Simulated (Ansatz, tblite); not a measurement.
**The cluster K3H3: charged states by level of theory**

An exercise on one series of results from a longer session: the logs are not shown, and one member is left open.

Computed with Ansatz 0.2.0, Gaussian basis. Level: as each input shows.

Levels to be run: charge +1 doublet, at the geometry of the singlet (PBE0-D4/def2-TZVP, PBE-D4/def2-TZVP, r2SCAN-D4/def2-TZVP, CCSD(T)/def2-TZVPP); charge -1 doublet, at the geometry of the singlet (PBE0-D4/def2-TZVPD, PBE-D4/def2-TZVPD, r2SCAN-D4/def2-TZVPD, CCSD(T)/def2-TZVPD); the starting singlet's energies come from earlier runs.

### The structure

The geometry is that of the singlet, from an earlier relaxation (PBE-D4/def2-TZVP). At that level it is the lowest of the isomers that a small search found.

6 atoms, charge 0, spin multiplicity 1.

Atoms are counted from 1 here; the program's logs count them from 0.

Bond lengths: K1–K2 4.320 Å, K1–K3 4.317 Å, K1–H4 2.464 Å, K1–H5 2.464 Å, K2–K3 4.320 Å, K2–H4 2.464 Å, K2–H6 2.464 Å, K3–H5 2.464 Å, K3–H6 2.464 Å. Angles: K2–K1–K3 60.0°, K2–K1–H4 28.8°, K2–K1–H5 88.8°, K3–K1–H4 88.8°, K3–K1–H5 28.8°, H4–K1–H5 117.6°, K1–K2–K3 60.0°, K1–K2–H4 28.8°, K1–K2–H6 88.7°, K3–K2–H4 88.7°, K3–K2–H6 28.8°, H4–K2–H6 117.5°, K1–K3–K2 60.0°, K1–K3–H5 28.8°, K1–K3–H6 88.8°, K2–K3–H5 88.9°, K2–K3–H6 28.8°, H5–K3–H6 117.6° and more.

Coordinates:

```xyz
6
H3K3
K     1.5048    1.9877    0.0106
K    -2.4751    0.3089   -0.0609
K     0.9688   -2.2962    0.0495
H    -0.9459    2.2407   -0.0245
H     2.4157   -0.3014    0.0539
H    -1.4683   -1.9398   -0.0286
```

The first run:

Contents of in.yaml:

```yaml
crystal:
  periodic: [false, false, false]
  atoms:
    - {symbol: K, position_ang: [1.504828, 1.987730, 0.010632]}
    - {symbol: K, position_ang: [-2.475124, 0.308939, -0.060874]}
    - {symbol: K, position_ang: [0.968757, -2.296178, 0.049504]}
    - {symbol: H, position_ang: [-0.945923, 2.240733, -0.024522]}
    - {symbol: H, position_ang: [2.415744, -0.301435, 0.053864]}
    - {symbol: H, position_ang: [-1.468273, -1.939790, -0.028613]}
basis:
  gaussian: {orbitals: def2-TZVP}
total_charge: 1
magnetization: {spin_polarized: true, initial_magnetization: 1}
hamiltonian: {xc: pbe0, dispersion: d4}
output: {orbitals: {seedname: orbitals}}
```

Run with:

```
> ansatz run in.yaml --threads 4 --pin off --events-out ev --progress --plain --max-ram 3916MiB
```

Among the steps run: Charge +1 doublet at the fixed geometry, PBE0-D4/def2-TZVP; Charge +1 doublet at the fixed geometry, PBE-D4/def2-TZVP; Charge +1 doublet at the fixed geometry, r2SCAN-D4/def2-TZVP; Charge +1 doublet at the fixed geometry, CCSD(T)/def2-TZVPP.

One table of the session follows, with a row left open; its other results are not shown here.

It belongs to the step «Vertical ionisation energy». 

```
             method  vertical ionisation energy (eV)
      HF/def2-TZVPP                             5.73
   PBE-D4/def2-TZVP                             5.92
r2SCAN-D4/def2-TZVP                             5.91
  PBE0-D4/def2-TZVP                                ?
     MP2/def2-TZVPP                             6.52
    CCSD/def2-TZVPP                             6.64
 CCSD(T)/def2-TZVPP                             6.62
```

Estimate the missing values for PBE0-D4/def2-TZVP.

The run gave: vertical ionisation energy (eV): 6.26. In the column «vertical ionisation energy (eV)» it lies between PBE-D4/def2-TZVP (5.92) and MP2/def2-TZVPP (6.52).
